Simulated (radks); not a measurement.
**Taking charge from the 6s level of Bi in fractions**

The task here is to estimate one member of a computed series from the others.

Program: radks (a radial shooting solver on a logarithmic mesh, Libxc functionals) version 1. Level of theory: scalar-relativistic Kohn-Sham, PBEsol, spin-polarised, spherical densities, point nucleus; open shells are filled with parallel spins first. These are calculated values, not measurements, unless marked.

### The atom as given

- element: bismuth (Z = 83)
- charge: 0
- electrons: 83
- configuration: [Xe] 4f14 5d10 6s(up 1, down 1) 6p3

A shell typed twice in an input gives spin up, then spin down.

Set-up of the first run:

Input:

```text
Z 83
configuration [Xe] 4f14 5d10 6s1 6s1 6p3
relativity scalar-relativistic
functional pbe_sol,pbe_sol
spin polarised
nucleus point
c 137.035999084
```

Steps of the session up to this table: Start: [Xe] 4f14 5d10 6s(up 1, down 1) 6p3.

One table of the session follows, with a row left open; its other results are not shown here.

It belongs to the step «Start: [Xe] 4f14 5d10 6s(up 1, down 1) 6p3». Sizes of the orbitals, from the radial functions (bohr):

```
  level     <r>  outermost maximum (interpolated)  90 % within  nodes
  5p up  0.9483                             0.860         1.37      3
5p down  0.9477                             0.860         1.36      3
  5d up   1.241                              1.03         1.87      2
5d down   1.229                              1.03         1.85      2
  6s up       ?                                 ?            ?      ?
6s down   2.151                              1.85         3.15      5
  6p up   3.005                              2.47         4.52      4
6p down   3.069                              2.43         4.70      4
```

Estimate the missing values for 6s up.

As computed: <r>: 2.185; outermost maximum (interpolated): 1.88; 90 % within: 3.20; nodes: 5. In the column «<r>» it lies between 6s down (2.151) and 6p up (3.005).
